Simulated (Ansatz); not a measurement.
# B2W: stress in a strained cell

Aim: deform B2W (zz strain of -1 %) and compute stress, forces and field gradients with LAPW, PAW and all-electron datasets made for the crystal.

Computed with Ansatz 0.2.0 (DFT LDA, scalar-relativistic, unless a step's input says otherwise).

## 1. The system as given

The structure is hexagonal, space group P6/mmm (No. 191). The conventional cell has a = 3.020 Å, b = 3.020 Å, c = 3.050 Å, α = 90.00°, β = 90.00°, γ = 120.00°. B (site symmetry -6m2) has 3 B at 1.74 Å and 6 W at 2.32 Å in its first shell of neighbours. Around W (site symmetry 6/mmm) lie 12 B at 2.32 Å.

Structure file:

```
CELL_PARAMETERS angstrom
3.02000 0.00000 0.00000
-1.51000 2.61540 0.00000
0.00000 0.00000 3.05000
ATOMIC_POSITIONS crystal
B 0.33333 0.66667 0.50000
B 0.66667 0.33333 0.50000
W 0.00000 0.00000 0.00000
```

Atoms are numbered in the order of the input: B1, B2, W3.

## 2. The deformed structure

Space group P6/mmm before, P6/mmm after.

## 3. Full-potential LAPW

The input, input.yaml:

```yaml
crystal:
  lattice:
    - [3.0200014205, 0.0, 0.0]
    - [-1.5100007103, 2.6153979496, 0.0]
    - [0.0, 0.0, 3.0195]
  atoms:
    - { symbol: B, position: [0.3333333333, 0.6666666667, 0.5] }
    - { symbol: B, position: [0.6666666667, 0.3333333333, 0.5] }
    - { symbol: W, position: [0.0, 0.0, 0.0] }
kpoints:
  mp_grid: { grid: [14, 14, 12] }
  band_path:
    path:
      - [0.0, 0.0, 0.0]
      - [0.5, 0.0, 0.0]
      - [0.3333333333, 0.3333333333, 0.0]
      - [0.0, 0.0, 0.0]
      - [0.0, 0.0, 0.5]
      - [0.5, 0.0, 0.5]
      - [0.3333333333, 0.3333333333, 0.5]
      - [0.0, 0.0, 0.5]
      - [0.5, 0.0, 0.5]
    npoints: 5
scf:
  occupations: { method: fermi_dirac, width: 0.05 }
hamiltonian:
  xc: lda
  pseudopotentials: { kind: all_electron, lapw: { basis_error: 0.0005 } }
output:
  forces: true
  stress: true
  eigenvalues: true
```

Launch:

```bash
> ansatz run input.yaml --threads 1 --pin off --max-ram 4096MiB --backend cpu --events-out ev --progress --plain --runs-dir out
```

Log (excerpt; [...] marks lines left out):

```text
LAPW: plane waves up to 9.572 Å⁻¹, error target 5.0e-4 eV per atom; small_component_spin mean_spin; B in spheres of 0.872 Å, 5 of its electrons in bands, Dirac shells []; W in spheres of 1.309 Å, 44 of its electrons in bands, Dirac shells []
[...]
Pseudopotentials: kind: all_electron
Pseudopotential: B, LAPW, valence charge 5, Koelling and Harmon's equation, gaussian nucleus
Pseudopotential: W, LAPW, valence charge 44, Koelling and Harmon's equation, gaussian nucleus
Functional definition: SPW92
[...]
Crystal: 3 atoms, lattice volume = 23.850 Å³
Basis set: ecut = 349.05093104920655 eV, 351 PW (Γ), exchange–correlation at level 2
Bands: 33, of which v1, the nominal top of the filled ones, is band 27 counted from 1 (26 counted from 0)
Symmetry: 24 space group operations
Space group: P6/mmm (ITA 191), of the structure as read, at distance tolerance 2.9e-5 Å
k-points: 168 of 2352
[...]
SCF iter   1: F=—  HF=-440289.512138 eV  |F-HF|=—  |Δ(HF+E_count)|=         —  Δρ=1.07e-1  dr2=4.49e0  ethr=8.31e-3  ⟨swp⟩=2.0  Hψ=35697  notcnv=0
[...]
the basis was enlarged: its passes take 100.8 KiB over the memory plan, 1 of 1 planned eigensolver slots
[...]
SCF iter   8: F=-440287.790090 eV  HF=-440287.790090 eV  |F-HF|=9.43e-9  |Δ(HF+E_count)|=   8.67e-9  Δρ=7.78e-6  dr2=1.01e-8  ethr=1.31e-10  ⟨swp⟩=3.0  Hψ=16220  notcnv=0
[...]
NSCF: frozen V_eff on 41 k-points
SCF converged after 8 iterations
Free energy (F): -440287.790090 eV
[...]
E sigma→0 (E₀):  -440287.784589 eV
Entropy (-TS):   -0.011001 eV (-3.667 meV/atom)
Fermi energy:    27.369402 eV
[...]
--- Forces (eV/Å), atoms counted from 1 ---
  atom   1  B     -0.00000000     0.00000000     0.00000000
  atom   2  B     -0.00000000    -0.00000000     0.00000000
  atom   3  W     -0.00000000    -0.00000000     0.00000000
[...]
--- Stress (GPa, compression-positive) ---
       20.065634      -0.000000      -0.000000
       -0.000000      20.065634      -0.000000
       -0.000000      -0.000000      39.920526
  P = ⅓ Tr σ = 26.6839 GPa (266.839 kbar)
--- Band table (eV; the first three rows and the last of 168) ---
[...]
```

It took 58 s on 1 thread of Arm Neoverse V1, shared host; peak memory 0.65 GiB.

In short: pressure 26.68 GPa; no gap.

## 4. PAW on the default files

The input, input.yaml:

```yaml
crystal:
  lattice:
    - [3.0200014205, 0.0, 0.0]
    - [-1.5100007103, 2.6153979496, 0.0]
    - [0.0, 0.0, 3.0195]
  atoms:
    - { symbol: B, position: [0.3333333333, 0.6666666667, 0.5] }
    - { symbol: B, position: [0.6666666667, 0.3333333333, 0.5] }
    - { symbol: W, position: [0.0, 0.0, 0.0] }
kpoints:
  mp_grid: { grid: [14, 14, 12] }
scf:
  occupations: { method: fermi_dirac, width: 0.05 }
hamiltonian:
  xc: lda
  pseudopotentials: { kind: paw }
output:
  forces: true
  stress: true
  eigenvalues: true
  efg: { contact_densities: true }
  write_density: true
  write_potential: true
  elf: true
  volumetric_format: npy
```

Launch:

```bash
> ansatz run input.yaml --threads 1 --pin off --max-ram 4096MiB --backend cpu --events-out ev --progress --plain --runs-dir out
```

Log (excerpt; [...] marks lines left out):

```text
W: output.efg is read without spin–orbit coupling, which moves field gradients at and beside such atoms by some per cent and up to a factor of two; PAW files take it under magnetization.noncollinear and magnetization.spin_orbit
[...]
Pseudopotentials: kind: paw
Pseudopotential: B, paw, valence charge 3, recommended cutoff 420 eV (normal)
Pseudopotential: W, paw, valence charge 14, recommended cutoff 420 eV (normal)
Functional definition: SPW92
[...]
Crystal: 3 atoms, lattice volume = 23.850 Å³
Basis set: ecut = 420 eV, 467 PW (Γ)
Bands: 14, of which v1, the nominal top of the filled ones, is band 10 counted from 1 (9 counted from 0)
Symmetry: 24 space group operations
Space group: P6/mmm (ITA 191), of the structure as read, at distance tolerance 2.9e-5 Å
k-points: 168 of 2352
[...]
--- Stress (GPa, compression-positive) ---
       20.245532      -0.000000      -0.000000
       -0.000000      20.245532      -0.000000
       -0.000000      -0.000000      40.184498
  P = ⅓ Tr σ = 26.8919 GPa (268.919 kbar)
--- PAW observables at the nuclei: V_zz in 10²¹ V/m², potentials from the cell's mean, atoms counted from 1 ---
  atom   1  B  V_zz =    +0.051947   η = 0.0000   by run symmetry: allowed
            electrostatic potential = -341.983532 V   contact ρ = 475.002281 e/Å³
  atom   2  B  V_zz =    +0.051947   η = 0.0000   by run symmetry: allowed
            electrostatic potential = -341.983532 V   contact ρ = 475.002281 e/Å³
  atom   3  W  V_zz =    +2.189188   η = 0.0000   by run symmetry: allowed
            electrostatic potential = -14819.521321 V   contact ρ = 8788580.150990 e/Å³
--- Band table (eV; the first three rows and the last of 168) ---
  k-point 0: bands = ["-52.2388", "-16.6045", "-16.3494", "-16.3494", "6.1205", "16.4018", "16.4018", "16.5867", "19.2233", "23.2118", "23.2118", "26.2791", "26.2791", "26.2820"]
[...]
```

It took 6.7 s on 1 thread of Arm Neoverse V1, shared host; peak memory 0.39 GiB.

Read from it: pressure 26.89 GPa; no gap; Vzz B1 0.05 (η = 0.00), W3 2.19 (η = 0.00) (10²¹ V/m²).

Density in a lattice plane of the grid's cell (edges 3.02 and 3.02 Å, at 0.500 of the third edge), which holds B.

Ten even steps from '0' (0.30 e/Å³) to '9' (0.86 e/Å³):
```
000012346789987543110000
000123467899986532110000
011234678999986532110000
112346777778876532111111
234567764346776543221112
345777521036876543332233
567887410257987654444445
788987423579987666666666
899987566899988877777888
999988788999999988788999
888877777888999866578999
766666666678997532478988
554444445678975201478876
333223334567863012577754
221112234567764346776543
111111123567887777764321
000001123568999987643211
000001123568999876432100
000001134578998764321000
000001234678987643210000
```
Columns run along the first of these edges and rows up along the second, over one cell in 24 and 20 even steps from the bottom left corner. Atoms in the plane (fractional): B at (0.33, 0.67), B at (0.67, 0.33).

ELF in the same plane.

Ten even steps from ' ' (0.01) to '@' (0.80):
```
--------==++**##%%%%@@@@@@@@%%%%##**++==--------
------==++****######%%%%%%%%####**++====--------
--====++********++++++++**********++====--------
==++++******++==--::::::--++******++++==========
++****##**==::..      ..::==**##****++++++==++++
########++--..        ..--**########****++++****
%%%%%%##==::        ..--++##%%%%%%##********####
@@@@%%##==..      ..--++%%%%@@%%%%##******##%%%%
@@@@%%##==::  ..::--**%%@@@@@@%%##**++++**##%%@@
@@@@%%##++--::--++##%%@@@@@@%%##++--::--++##%%@@
@@@@%%##**++++**##%%@@@@@@%%**--::..  ::==##%%@@
@@%%%%##******##%%%%@@%%%%++--..      ..==##%%@@
%%####********##%%%%%%##++--..        ::==##%%%%
##****++++****########**--..        ..--++######
++++++==++++++****##**==::..      ..::==**##****
============++++******++--::::::--==++******++++
----------====++**********++++++++********++====
----------====++**####%%%%%%%%######****++==----
----------==++**##%%%%@@@@@@@@%%%%##**++==------
--------====++**##%%@@@@@@@@@@%%##**++====------
```
Columns run along the first of these edges and rows up along the second, over one cell in 24 and 20 even steps from the bottom left corner. Atoms in the plane (fractional): B at (0.33, 0.67), B at (0.67, 0.33).

Both are smooth fields of the valence electrons: close to the nuclei they are not physical.

Outside the cores ELF peaks at 0.80 on the B–B line, 0.9 Å from B.

## 5. All-electron PAW on datasets made for the crystal

input.yaml, as its differences from that of step 4:

```diff
@@ -15,3 +15,3 @@
   xc: lda
-  pseudopotentials: { kind: paw }
+  pseudopotentials: { kind: all_electron, datasets: crystal }
 output:
@@ -21,5 +21 @@
   efg: { contact_densities: true }
-  write_density: true
-  write_potential: true
-  elf: true
-  volumetric_format: npy
```

Launch:

```bash
> ansatz run input.yaml --threads 1 --pin off --max-ram 4096MiB --backend cpu --events-out ev --progress --plain --runs-dir out
```

Log:

```text
hamiltonian.pseudopotentials.datasets: crystal makes datasets for this crystal and solves the spheres of its atoms anew in each pass: cutoff 400.0 eV, the density's 1600.0 eV; for an error of 0.50 meV an atom under PBE, 1.5 meV for the cell; an energy difference from a run of another recipe may be off by several times the error for the cell, under r2SCAN by more, where some 0.1 meV an atom stays at smaller errors; B in spheres of 0.868 Å, 3 of its electrons in bands; W in spheres of 1.376 Å, 6 of its electrons in bands, 22 on its site; only band paths and densities of states list, in semicore columns, the levels of the semicore shells that are solved separately: 4f of W, 5s of W, 5p of W
W: output.efg is read without spin–orbit coupling, which moves field gradients at and beside such atoms by some per cent and up to a factor of two; PAW files take it under magnetization.noncollinear and magnetization.spin_orbit
Engine: ansatz 0.2.0
Pseudopotentials: kind: all_electron
Pseudopotential: B, paw, valence charge 3, recommended cutoff 400 eV (normal), Koelling and Harmon's equation, gaussian nucleus
Pseudopotential: W, paw, valence charge 28, recommended cutoff 400 eV (normal), Koelling and Harmon's equation, gaussian nucleus
Functional definition: SPW92
  exchange = slater_x
  correlation = pw_c
Crystal: 3 atoms, lattice volume = 23.850 Å³
Basis set: ecut = 400 eV, 405 PW (Γ)
Bands: 10, of which v1, the nominal top of the filled ones, is band 6 counted from 1 (5 counted from 0)
Symmetry: 24 space group operations
Space group: P6/mmm (ITA 191), of the structure as read, at distance tolerance 2.9e-5 Å
k-points: 168 of 2352
Non-local potential: B, projectors of the file, l = 0: 1, l = 1: 1
Non-local potential: W, projectors of the file, l = 0: 1, l = 1: 1, l = 2: 2
PAW form: soft (Blöchl's): semilocal exchange-correlation on the pseudo side does not see the compensation charge
PAW one-centre angular grid: B, 110 points (default); XC on its mesh's 1929 points in the sphere
PAW one-centre angular grid: W, 590 points (default); XC on its mesh's 1823 points in the sphere
Initial density: superposition of atomic densities (neutral atoms: chi_scale 0, normalization atom)
Initial wavefunctions: pseudopotential atomic-orbital guess
Functional: x = slater, c = lda
iter 1 solved again at ethr=8.77e-2 eV; its pass at ethr=1.00e-1 eV (dr2=1.05e1 eV) is discarded
SCF iter   1: F=—  HF=-440290.952548 eV  |F-HF|=—  |Δ(HF+E_count)|=         —  Δρ=1.72e-1  dr2=1.23e1  ethr=8.77e-2  ⟨swp⟩=2.0  Hψ=10141  notcnv=0
preconditioner: auto → none  [metal: Δε(μ)=0.009 eV  Ē_g=11.492 eV  σ=0.050 eV  W_gap=0.05  n_scr=8 (ndim 8)  ℏωp=26.3 eV  f_vac=0.000  D(μ)=0.77/eV (n_scr^D=8)  sad-step TF]
SCF iter   2: F=—  HF=-440288.291163 eV  |F-HF|=—  |Δ(HF+E_count)|=    2.66e0  Δρ=7.38e-2  dr2=2.25e0  ethr=8.77e-2  ⟨swp⟩=2.0  Hψ=3367  notcnv=0  defer=1
SCF iter   3: F=—  HF=-440287.918247 eV  |F-HF|=—  |Δ(HF+E_count)|=   3.73e-1  Δρ=3.55e-2  dr2=4.97e-1  ethr=1.87e-2  ⟨swp⟩=3.4  Hψ=5044  notcnv=0  defer=1
iter 4 solved again at ethr=2.22e-4 eV; its pass at ethr=4.14e-3 eV (dr2=2.67e-2 eV) is discarded
SCF iter   4: F=—  HF=-440287.799991 eV  |F-HF|=—  |Δ(HF+E_count)|=   1.18e-1  Δρ=8.69e-3  dr2=3.09e-2  ethr=2.22e-4  ⟨swp⟩=2.8  Hψ=8790  notcnv=0  defer=19
eigensolver tolerance schedule calibrated: the retry pair's looser diagonalisation under-reported the residual by θ = 0.14 (0.11/decade); ethr = c·dr2/N_el runs at the constant in force after the calibration composes with the one it found (an armed cap, an earlier calibration), c = 8.5e-2
SCF iter   5: F=—  HF=-440287.790682 eV  |F-HF|=—  |Δ(HF+E_count)|=   9.31e-3  Δρ=3.43e-3  dr2=4.26e-3  ethr=2.20e-4  ⟨swp⟩=2.3  Hψ=3389  notcnv=0  defer=28
SCF iter   6: F=—  HF=-440287.790483 eV  |F-HF|=—  |Δ(HF+E_count)|=   1.99e-4  Δρ=1.15e-3  dr2=3.40e-4  ethr=3.03e-5  ⟨swp⟩=3.2  Hψ=3655  notcnv=0  defer=8
SCF iter   7: F=—  HF=-440287.790368 eV  |F-HF|=—  |Δ(HF+E_count)|=   1.15e-4  Δρ=4.48e-4  dr2=6.91e-5  ethr=2.42e-6  ⟨swp⟩=3.1  Hψ=4580  notcnv=0  defer=3
SCF iter   8: F=—  HF=-440287.790347 eV  |F-HF|=—  |Δ(HF+E_count)|=   2.10e-5  Δρ=1.66e-4  dr2=1.02e-5  ethr=4.92e-7  ⟨swp⟩=2.0  Hψ=2762  notcnv=0  defer=3
SCF iter   9: F=—  HF=-440287.790344 eV  |F-HF|=—  |Δ(HF+E_count)|=   2.62e-6  Δρ=2.50e-5  dr2=2.01e-7  ethr=7.23e-8  ⟨swp⟩=3.1  Hψ=3447  notcnv=0  defer=2
SCF iter  10: F=-440287.790344 eV  HF=-440287.790344 eV  |F-HF|=5.37e-8  |Δ(HF+E_count)|=   2.99e-8  Δρ=1.28e-5  dr2=6.47e-8  ethr=1.43e-9  ⟨swp⟩=3.1  Hψ=3365  notcnv=0
SCF 1 converged in 10 iterations: F = -440287.790346 eV  dr2 = 6.47e-8
  Residual-converged pass: ⟨swp⟩=4.4  Hψ=4537  notcnv=0  max |occ|·‖R‖ = 6.4e-6 eV (tolerance 6.5e-6 eV)  dr2=6.79e-8  dr2_onsite=1.67e-8  max |Δocc| = 1.4e-8
SCF converged after 10 iterations
Free energy (F): -440287.790346 eV
Harris-Foulkes:  -440287.790346 eV  (|F-HF|=5.37e-8)
Internal energy: -440287.779346 eV  (E = F + TS)
E sigma→0 (E₀):  -440287.784846 eV
Entropy (-TS):   -0.011000 eV (-3.667 meV/atom)
Past the cutoff: the bands carry plane waves up to 1.75 times it, of which those up to 1.5 times it add -0.000153 eV an atom, each by itself; the spheres take 0.000079 eV an atom off the energy for waves past 1.75 times it
By the cutoff:   a pressure is off by up to 0.007 GPa (1.2 times the spheres' own share and the shells' term, over an atom's volume, and 0.004 GPa: a bound that held against runs at twice the plane waves)
Past the cutoffs: a stress includes 0.0027 GPa for waves and charges beyond them, in addition to the slope of what the spheres take
In the spheres:  the bands' charges fall short by 1.8e-6 e at most (sound up to 1e-3), those of shells solved beside the bands by 2.8e-7 e (sound up to 5e-4)
Fermi energy:    27.369408 eV
--- Per-component energies (eV) ---
  The terms above E_closure are by the made datasets' own strengths, without shells solved beside the bands.
--- Forces (eV/Å), atoms counted from 1 ---
  atom   1  B      0.00000000     0.00000000     0.00000000
  atom   2  B     -0.00000000    -0.00000000     0.00000000
  atom   3  W     -0.00000000     0.00000000     0.00000000
  max |Σ_I F_I| component: 4.21e-30 eV/Å
--- Stress (GPa, compression-positive) ---
       20.066014      -0.000000       0.000000
       -0.000000      20.066014      -0.000000
       -0.000000      -0.000000      39.923138
  P = ⅓ Tr σ = 26.6851 GPa (266.851 kbar)
  It holds what live shells' own plane waves past their cutoff add
--- PAW observables at the nuclei: V_zz in 10²¹ V/m², potentials from the cell's mean, atoms counted from 1 ---
  atom   1  B  V_zz =    +0.082459   η = 0.0000   by run symmetry: allowed
            electrostatic potential = -339.929189 V   contact ρ = 475.030657 e/Å³
  atom   2  B  V_zz =    +0.082459   η = 0.0000   by run symmetry: allowed
            electrostatic potential = -339.929189 V   contact ρ = 475.030657 e/Å³
  atom   3  W  V_zz =    +2.870489   η = 0.0000   by run symmetry: allowed
            electrostatic potential = -14813.160229 V   contact ρ = 8783943.627995 e/Å³
--- Band table (eV; the first three rows and the last of 168) ---
  k-point 0: bands = ["10.6572", "20.9346", "20.9346", "21.1227", "23.7599", "27.7444", "27.7444", "30.8093", "30.8093", "30.8137"]
  k-point 1: bands = ["10.8068", "20.8035", "21.0361", "21.0361", "24.0023", "27.0574", "27.0574", "30.4490", "30.4490", "31.0581"]
  k-point 2: bands = ["11.2405", "19.9917", "21.3396", "21.3396", "24.6512", "25.9178", "25.9178", "29.5140", "29.5140", "30.9493"]
  k-point 167: bands = ["15.1695", "15.8364", "19.9794", "20.8993", "21.2965", "29.1828", "31.1595", "31.6822", "32.0500", "32.8405"]
  guard bands above this table: 0 of the run's 10 bands, where the rule asks 2: the bands that hold charge and the lowest empty level above them stay in the table. A level can be missing at the table's top as with no guard band: raise scf.n_extra_bands
```

Wall time 57 s (1 thread of Arm Neoverse V1, shared host); peak memory 1 GiB.

This run gives: pressure 26.69 GPa; no gap; Vzz B1 0.08 (η = 0.00), W3 2.87 (η = 0.00) (10²¹ V/m²).

## 6. Stress and forces compared

Stress (GPa, compression positive):

| method | xx | yy | zz | yz | xz | xy |
| --- | --- | --- | --- | --- | --- | --- |
| LAPW | 20.07 | 20.07 | 39.92 | 0.00 | 0.00 | 0.00 |
| PAW | 20.25 | 20.25 | 40.18 | 0.00 | 0.00 | 0.00 |
| crystal datasets | 20.07 | 20.07 | 39.92 | 0.00 | 0.00 | 0.00 |

| method | pressure (GPa) | Vzz B1 (10²¹ V/m²) | Vzz W3 (10²¹ V/m²) | SCF cycles, by the record's count |
| --- | --- | --- | --- | --- |
| LAPW | 26.68 | – | – | 8 |
| PAW | 26.89 | 0.05 | 2.19 | 6 |
| crystal datasets | 26.69 | 0.08 | 2.87 | 10 |

## 7. Results

| quantity | value |
| --- | --- |
| pressure | LAPW 26.68, PAW 26.89, crystal datasets 26.69 GPa |
| largest shear or deviatoric stress (LAPW) | 13.24 GPa |

The largest part of the stress beyond the pressure is 13.24 GPa in size, in the zz component; the atoms are carried along and not relaxed. No run of the undeformed cell stands beside it, so pressure and stress hold what the given cell had before the change, as far as its symmetry allows. PAW: stress within 0.27 GPa of LAPW. Crystal datasets: stress within 0.01 GPa of LAPW. Spin-orbit coupling is left out, though the cell holds W; in elements this heavy it can shift bands and gaps by tenths of an eV.
